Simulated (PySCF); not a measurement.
**[Bi(SH)2]+: how settings move a single point**

Which settings matter for [Bi(SH)2]+? Each run alters one on purpose. It is a constructed species; whether it can be made isn't addressed.

Method: r2SCAN, Bi def2-SVP with ECP60, S def2-SVP, H def2-SVP; scalar-relativistic core potentials, no spin–orbit coupling; program: PySCF 2.14.0.

4 further runs of the same task are left out: 2 for a known fault of the program, 1 that didn't finish, 1 set aside as unsound or not needed.

## Step 1: Starting geometry

5 atoms, charge 1, spin multiplicity 1.

Bond lengths: Bi1–S2 2.472 Å, Bi1–S4 2.475 Å, S2–H3 1.359 Å, S4–H5 1.359 Å. Angles: S2–Bi1–S4 96.0°, Bi1–S2–H3 96.7°, Bi1–S4–H5 94.4°.

As a file:

```
Bi    0.0000   -1.3932    0.3632
S     0.0000    0.1406    2.3019
H     0.0000    1.2974    1.5890
S     0.0000    0.3776   -1.3665
H     0.0000   -0.4948   -2.4088
```

Formal oxidation states: Bi +3. An earlier session relaxed this geometry at r2SCAN, Bi def2-SVP with ECP60, S def2-SVP, H def2-SVP (singlet, point group Cs).

The sound run used a (50, 194) grid (finer on f atoms), a threshold of 1e-8 and at most 55 cycles, and ended at -1011.794216 Eh.

## Step 2: Try 1

File run.py (the lines that set the calculation):

```python
mol = gto.M(atom='''
Bi     0.00000    -1.46285     0.38139
S      0.00000     0.14763     2.41698
H      0.00000     1.36232     1.66845
S      0.00000     0.39652    -1.43484
H      0.00000    -0.51955    -2.52923''',
    basis={'Bi': 'def2-SVP', 'S': 'def2-SVP', 'H': 'def2-SVP'},
    ecp={'Bi': 'def2-SVP'},
    charge=1, spin=0)
mf = dft.RKS(mol, xc='R2SCAN')
mf.grids.atom_grid = (50, 194)
mf = mf.density_fit()  # fitting sets: Bi def2-universal-JKFIT, S def2-universal-JKFIT, H def2-universal-JKFIT
mf.conv_tol = 1e-08; mf.max_cycle = 55
mf.kernel(dm0)  # dm0: free metal ions and neutral atoms
```

Launch:

```
$ OMP_NUM_THREADS=2 python run.py
```

Log:

```text
init E= -1012.08097700094
  HOMO = -0.46448381244772  LUMO = -0.398374038404789  gap/eV = 1.79894
cycle= 1 E= -1011.76147333406  delta_E= 0.32  |g|= 0.234  |ddm|= 2.33
  HOMO = -0.426465040154557  LUMO = -0.330444390591367  gap/eV = 2.61285
cycle= 2 E= -1011.71524932034  delta_E= 0.0462  |g|= 0.385  |ddm|= 0.889
  HOMO = -0.417277489032703  LUMO = -0.359386938059899  gap/eV = 1.57528
cycle= 3 E= -1011.76303277895  delta_E= -0.0478  |g|= 0.226  |ddm|= 0.849
  HOMO = -0.432262028059903  LUMO = -0.360823204780331  gap/eV = 1.94395
cycle= 4 E= -1011.78383689085  delta_E= -0.0208  |g|= 0.0113  |ddm|= 0.312
  HOMO = -0.432324110258525  LUMO = -0.361431861836152  gap/eV = 1.92908
cycle= 5 E= -1011.78376366082  delta_E= 7.32e-05  |g|= 0.0158  |ddm|= 0.0389
  HOMO = -0.432266773008405  LUMO = -0.361432181198175  gap/eV = 1.92751
cycle= 6 E= -1011.78384881148  delta_E= -8.52e-05  |g|= 0.00842  |ddm|= 0.035
  HOMO = -0.432509885783535  LUMO = -0.361292283795542  gap/eV = 1.93793
cycle= 7 E= -1011.78388210826  delta_E= -3.33e-05  |g|= 0.0011  |ddm|= 0.014
  HOMO = -0.432555026021995  LUMO = -0.361276229459875  gap/eV = 1.93959
cycle= 8 E= -1011.78388269281  delta_E= -5.85e-07  |g|= 0.000146  |ddm|= 0.00199
  HOMO = -0.432560032916231  LUMO = -0.361281087499322  gap/eV = 1.93960
cycle= 9 E= -1011.78388270126  delta_E= -8.45e-09  |g|= 4.04e-05  |ddm|= 0.000247
  HOMO = -0.432556710682617  LUMO = -0.361280770017032  gap/eV = 1.93952
Extra cycle  E= -1011.7838827007  delta_E= 5.6e-10  |g|= 5.17e-05  |ddm|= 0.000129
converged SCF energy = -1011.7838827007
```

Run time: 5.3 s. Hardware: 2 threads of Intel Xeon Platinum 8259CL at 2.50GHz (Skylake/Cascade Lake), shared host.

Changed: the scale of all coordinates (1.05). It converges in 9 cycles, +0.281 eV from the sound run, with a largest force component of 1.82 eV/Å. The setting is unsound, so these numbers aren't the compound's.

## Step 3: Try 2

File run.py (the lines that set the calculation):

```python
mol = gto.M(atom='''
Bi     0.00000    -1.39319     0.36323
S      0.00000    -0.71069     1.22589
H      0.00000     1.29745     1.58900
S      0.00000     0.37763    -1.36652
H      0.00000    -0.49481    -2.40879''',
    basis={'Bi': 'def2-SVP', 'S': 'def2-SVP', 'H': 'def2-SVP'},
    ecp={'Bi': 'def2-SVP'},
    charge=1, spin=0)
mf = dft.RKS(mol, xc='R2SCAN')
mf.grids.atom_grid = (50, 194)
mf = mf.density_fit()  # fitting sets: Bi def2-universal-JKFIT, S def2-universal-JKFIT, H def2-universal-JKFIT
mf.conv_tol = 1e-08; mf.max_cycle = 97
mf.kernel(dm0)  # dm0: free metal ions and neutral atoms
```

Launch:

```
$ OMP_NUM_THREADS=2 python run.py
```

Log:

```text
init E= -1013.71814316977
  HOMO = -0.473113896089569  LUMO = -0.35091927221051  gap/eV = 3.32509
cycle= 1 E= -1006.93230737585  delta_E= 6.79  |g|= 0.393  |ddm|=  4.7
  HOMO = -0.346041072911068  LUMO = -0.320391179113327  gap/eV = 0.69797
cycle= 2 E= -1006.79952232135  delta_E= 0.133  |g|= 0.594  |ddm|= 2.24
  HOMO = -0.428336195420444  LUMO = -0.319365835196946  gap/eV = 2.96523
cycle= 3 E= -1006.97943279623  delta_E= -0.18  |g|= 0.246  |ddm|= 1.95
  HOMO = -0.411032971857632  LUMO = -0.33663168298807  gap/eV = 2.02456
cycle= 4 E= -1007.00338358223  delta_E= -0.024  |g|= 0.0752  |ddm|= 0.72
  HOMO = -0.418213337603133  LUMO = -0.337180613213292  gap/eV = 2.20501
cycle= 5 E= -1007.00433497121  delta_E= -0.000951  |g|= 0.0473  |ddm|= 0.222
  HOMO = -0.415649495915329  LUMO = -0.337175712225487  gap/eV = 2.13538
cycle= 6 E= -1007.00523331088  delta_E= -0.000898  |g|= 0.0168  |ddm|= 0.128
  HOMO = -0.417066613863631  LUMO = -0.337420506001852  gap/eV = 2.16728
cycle= 7 E= -1007.00534496991  delta_E= -0.000112  |g|= 0.00312  |ddm|= 0.0372
  HOMO = -0.417170057507714  LUMO = -0.337263977350654  gap/eV = 2.17436
cycle= 8 E= -1007.00534990799  delta_E= -4.94e-06  |g|= 0.000582  |ddm|= 0.00642
  HOMO = -0.417178004671551  LUMO = -0.337251096644149  gap/eV = 2.17492
cycle= 9 E= -1007.00535007613  delta_E= -1.68e-07  |g|= 0.000146  |ddm|= 0.00142
  HOMO = -0.417186776192533  LUMO = -0.33726351729182  gap/eV = 2.17482
cycle= 10 E= -1007.00535008159  delta_E= -5.46e-09  |g|= 3.49e-05  |ddm|= 0.000314
  HOMO = -0.417193563709484  LUMO = -0.337257032118657  gap/eV = 2.17518
Extra cycle  E= -1007.00535007798  delta_E= 3.61e-09  |g|= 8.93e-05  |ddm|= 0.000301
converged SCF energy = -1007.00535007798
```

Run time: 6.3 s. Hardware: 2 threads of Intel Xeon Platinum 8259CL at 2.50GHz (Skylake/Cascade Lake), shared host.

Changed: one atom's place (atom 2 put 1.1 Å from the metal); the cycle limit is 97. It converges in 10 cycles, +130.312 eV from the sound run, with a largest force component of 401.45 eV/Å. The setting is unsound, so these numbers aren't the compound's.

## Step 4: Try 3

File run.py (the lines that set the calculation):

```python
mol = gto.M(atom='''
Bi     0.00000    -1.39319     0.36323
S      0.00000     0.14060     2.30189
H      0.00000     1.29745     1.58900
S      0.00000     0.37763    -1.36652
H      0.00000    -0.49481    -2.40879''',
    basis={'Bi': 'def2-SVP', 'S': 'def2-SVP', 'H': 'def2-SVP'},
    ecp={'Bi': 'def2-SVP'},
    charge=1, spin=0)
mf = dft.RKS(mol, xc='R2SCAN')
mf.grids.atom_grid = (99, 590)
mf = mf.density_fit()  # fitting sets: Bi def2-universal-JKFIT, S def2-universal-JKFIT, H def2-universal-JKFIT
mf.conv_tol = 1e-08; mf.max_cycle = 55
mf.kernel(dm0)  # dm0: free metal ions and neutral atoms
```

Launch:

```
$ OMP_NUM_THREADS=2 python run.py
```

Log:

```text
init E= -1012.21829939606
  HOMO = -0.477011154146824  LUMO = -0.394410764017643  gap/eV = 2.24767
cycle= 1 E= -1011.77180591968  delta_E= 0.446  |g|= 0.227  |ddm|=  2.4
  HOMO = -0.429944350667492  LUMO = -0.327449215106988  gap/eV = 2.78903
cycle= 2 E= -1011.75071419797  delta_E= 0.0211  |g|= 0.31  |ddm|= 0.76
  HOMO = -0.429360809191634  LUMO = -0.354162587008524  gap/eV = 2.04625
cycle= 3 E= -1011.78067495384  delta_E= -0.03  |g|= 0.165  |ddm|= 0.647
  HOMO = -0.441489581341591  LUMO = -0.354350264436349  gap/eV = 2.37118
cycle= 4 E= -1011.7913724475  delta_E= -0.0107  |g|= 0.0158  |ddm|= 0.248
  HOMO = -0.441286837375245  LUMO = -0.354709632506811  gap/eV = 2.35589
cycle= 5 E= -1011.79129352819  delta_E= 7.89e-05  |g|= 0.0203  |ddm|= 0.0562
  HOMO = -0.441000047032103  LUMO = -0.354847942185415  gap/eV = 2.34432
cycle= 6 E= -1011.79147259301  delta_E= -0.000179  |g|= 0.00456  |ddm|= 0.038
  HOMO = -0.441189309449823  LUMO = -0.35476055699479  gap/eV = 2.35185
cycle= 7 E= -1011.7914818199  delta_E= -9.23e-06  |g|= 0.000656  |ddm|= 0.00735
  HOMO = -0.441209734859441  LUMO = -0.354747908978091  gap/eV = 2.35275
cycle= 8 E= -1011.79148201991  delta_E= -2e-07  |g|= 9.61e-05  |ddm|= 0.00116
  HOMO = -0.441211705049857  LUMO = -0.35475019133564  gap/eV = 2.35274
cycle= 9 E= -1011.79148202301  delta_E= -3.09e-09  |g|= 3.06e-05  |ddm|= 0.000151
  HOMO = -0.441209338408982  LUMO = -0.354749899523149  gap/eV = 2.35268
Extra cycle  E= -1011.79148202284  delta_E= 1.66e-10  |g|= 3.5e-05  |ddm|= 9.35e-05
converged SCF energy = -1011.79148202284
```

Run time: 14 s. Hardware: 2 threads of Intel Xeon Platinum 8259CL at 2.50GHz (Skylake/Cascade Lake), shared host.

Changed: the integration grid, to (99, 590). It converges in 9 cycles, +0.074 eV from the sound run, with a largest force component of 0.02 eV/Å.

## Step 5: Try 4

run.py (the lines that set the calculation), as its differences from that of step 4:

```diff
@@ -10,5 +10,5 @@
 mf = dft.RKS(mol, xc='R2SCAN')
-mf.grids.atom_grid = (99, 590)
+mf.grids.atom_grid = (50, 194)
 mf = mf.density_fit()  # fitting sets: Bi def2-universal-JKFIT, S def2-universal-JKFIT, H def2-universal-JKFIT
 mf.conv_tol = 1e-08; mf.max_cycle = 55
-mf.kernel(dm0)  # dm0: free metal ions and neutral atoms
+mf.kernel(dm0)  # dm0: smeared density
```

Launch:

```
$ OMP_NUM_THREADS=2 python run.py
```

Log:

```text
init E= -1011.73412477307
  HOMO = -0.449107506679634  LUMO = -0.352168377966343  gap/eV = 2.63785
cycle= 1 E= -1011.78857950277  delta_E= -0.0545  |g|= 0.11  |ddm|= 0.471
  HOMO = -0.422646236637704  LUMO = -0.360751489454394  gap/eV = 1.68424
cycle= 2 E= -1011.73563359401  delta_E= 0.0529  |g|= 0.375  |ddm|= 0.714
  HOMO = -0.440083924269842  LUMO = -0.354546182456332  gap/eV = 2.32760
cycle= 3 E= -1011.79414853048  delta_E= -0.0585  |g|= 0.0125  |ddm|= 0.524
  HOMO = -0.441032466319894  LUMO = -0.35487680395066  gap/eV = 2.34441
cycle= 4 E= -1011.79412213385  delta_E= 2.64e-05  |g|= 0.0142  |ddm|= 0.0371
  HOMO = -0.441227374144062  LUMO = -0.354845386323589  gap/eV = 2.35057
cycle= 5 E= -1011.79421170253  delta_E= -8.96e-05  |g|= 0.00304  |ddm|= 0.0262
  HOMO = -0.441131401226111  LUMO = -0.354672214557574  gap/eV = 2.35267
cycle= 6 E= -1011.79421548186  delta_E= -3.78e-06  |g|= 0.000299  |ddm|= 0.00475
  HOMO = -0.441159177801943  LUMO = -0.354692783845564  gap/eV = 2.35287
cycle= 7 E= -1011.79421551399  delta_E= -3.21e-08  |g|= 8.03e-05  |ddm|= 0.000518
  HOMO = -0.44115985447966  LUMO = -0.354688654855046  gap/eV = 2.35300
cycle= 8 E= -1011.79421551647  delta_E= -2.47e-09  |g|= 1.5e-05  |ddm|= 0.000129
  HOMO = -0.441158309344059  LUMO = -0.354687248545169  gap/eV = 2.35300
Extra cycle  E= -1011.79421551644  delta_E= 2.27e-11  |g|= 1.65e-05  |ddm|= 4.05e-05
converged SCF energy = -1011.79421551644
```

It took 5.8 s on 2 threads of Intel Xeon Platinum 8259CL at 2.50GHz (Skylake/Cascade Lake), shared host.

Changed: the starting guess (smeared density). It converges in 8 cycles, at the sound run's energy within 0.001 eV, with a largest force component of 0.01 eV/Å. The result survives the change.

## Step 6: Side by side

| run | changed | ending | energy change (eV) | cycles | time | usable |
| --- | --- | --- | --- | --- | --- | --- |
| 1 | the scale of all coordinates | converged | +0.281 | 9 | 5.3 s | no |
| 2 | one atom's place | converged | +130.312 | 10 | 6.3 s | no |
| 3 | the integration grid | converged | +0.074 | 9 | 14 s | yes |
| 4 | the starting guess | converged | 0.000 | 8 | 5.8 s | yes |

2 of 4 altered runs give a usable result. 2 ended normally with numbers unfit to quote.
